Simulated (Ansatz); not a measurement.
**BSiH4OF (SMILES FBO[SiH3]): HF/STO-3G**

What is the vertical singlet–triplet gap of BSiH4OF at HF/STO-3G? 

The calculation is run with Ansatz 0.2.0.

67 further runs of the same task are left out: 67 set aside as unsound or not needed.

### Step 1. The system as given

BSiH4OF has 8 atoms, charge 0, and is taken as a singlet. As SMILES, `FBO[SiH3]`. Geometry: relaxed at PBE0-D4/def2-TZVP. This is one conformer, not always the lowest.

Bond lengths: F1–B2 1.324 Å, B2–O3 1.342 Å, O3–Si4 1.655 Å, B2–H5 1.198 Å, Si4–H6 1.481 Å, Si4–H7 1.485 Å, Si4–H8 1.481 Å. Angles: F1–B2–O3 118.3°, B2–O3–Si4 134.0°, F1–B2–H5 118.6°, O3–B2–H5 123.1°, O3–Si4–H6 108.0°, O3–Si4–H7 110.1°, O3–Si4–H8 108.0°, H6–Si4–H7 110.3°, H6–Si4–H8 110.2°, H7–Si4–H8 110.3°.

### Step 2. The energy at HF/STO-3G

input.yaml

```yaml
crystal:
  periodic: [false, false, false]
  atoms:
    - {symbol: F, position_ang: [-1.599400, -1.699200, 1.426100]}
    - {symbol: B, position_ang: [-0.685400, -0.787600, 1.133000]}
    - {symbol: O, position_ang: [-0.487500, -0.477100, -0.157600]}
    - {symbol: Si, position_ang: [0.521000, 0.572800, -0.945400]}
    - {symbol: H, position_ang: [-0.075300, -0.278500, 2.029800]}
    - {symbol: H, position_ang: [-0.317100, 1.531000, -1.702400]}
    - {symbol: H, position_ang: [1.370700, 1.295700, 0.034600]}
    - {symbol: H, position_ang: [1.365000, -0.214300, -1.873700]}
basis:
  gaussian:
    orbitals: STO-3G
hamiltonian:
  xc: hf
accuracy: high
output:
  orbitals: {seedname: orbitals}
```

Run with:

```
ansatz run input.yaml --threads 1 --pin off --max-ram 3480MiB --events-out events.jsonl --progress --plain --runs-dir runs
```

Standard output:

```text
Warning: RAYON_NUM_THREADS=1 ignored (pool sized by the plan → 1); use --threads N
Functional definition: HF
  name "HF"
  exchange = exact_x
  correlation = 0
542 factors; integrals over basis functions are off by at most 2.9e-8 eV
mean field evaluation 1: about -13176.6081 eV, gradient 2.5e1 eV
mean field evaluation 2: about -13176.6803 eV, gradient 2.5e1 eV
mean field evaluation 4: about -13178.9799 eV, gradient 1.5e0 eV
mean field evaluation 8: about -13178.9878 eV, gradient 3.3e-2 eV
mean field -13178.98784900 eV, -484.3188704119 hartree, gradient 2.7e-8 eV, S^2 0.000000; 0 other end points of the search recorded, 0 dependent functions left out
reference -13178.98784900 eV, -484.3188704119 hartree; 20, 20 occupied and 8, 8 virtual orbitals, 542 factors
Total energy: -13178.98784900 eV, -484.3188704119 hartree
```

Run time: 0.24 s. Hardware: 1 thread of Arm Neoverse V1, shared host.

### Step 3. The triplet at the same level

Edit input.yaml of step 2 so:

```diff
@@ -14,2 +14,5 @@
     orbitals: STO-3G
+magnetization:
+  spin_polarized: true
+  initial_magnetization: 2
 hamiltonian:
@@ -17,3 +20,2 @@
 accuracy: high
-output:
-  orbitals: {seedname: orbitals}
+output: {orbitals: {seedname: orbitals}}
```

Run with:

```
ansatz run input.yaml --threads 1 --pin off --max-ram 3480MiB --events-out events.jsonl --progress --plain --runs-dir runs
```

Standard output, shortened:

```text
Warning: RAYON_NUM_THREADS=1 ignored (pool sized by the plan → 1); use --threads N
Functional definition: HF
  name "HF"
[...]
542 factors; integrals over basis functions are off by at most 2.9e-8 eV
[...]
mean field -13171.54366652 eV, -484.0453017515 hartree, gradient 4.7e-8 eV, S^2 2.014174; 3 other end points of the search recorded, 0 dependent functions left out
reference -13171.54366652 eV, -484.0453017515 hartree; 21, 19 occupied and 7, 9 virtual orbitals, 542 factors
Total energy: -13171.54366652 eV, -484.0453017515 hartree
```

It took 0.8 s on 1 thread of Arm Neoverse V1, shared host.

### Step 4. Results

At HF/STO-3G:

```
                                        quantity          value
                           singlet: total energy  -484.31887 Eh
                            singlet: HOMO energy       -9.67 eV
                            singlet: LUMO energy        9.45 eV
                          singlet: HOMO–LUMO gap       19.12 eV
                           triplet: total energy  -484.04530 Eh
     triplet: HOMO energy (highest over α and β)       -1.22 eV
      triplet: LUMO energy (lowest over α and β)        3.32 eV
                                   triplet: ⟨S²⟩          2.014
vertical energy of the triplet above the singlet       7.444 eV
```

In words: At this shape the triplet lies 7.44 eV (718 kJ/mol) above the singlet. In a minimal basis such a difference can be off by several eV, whatever the method.
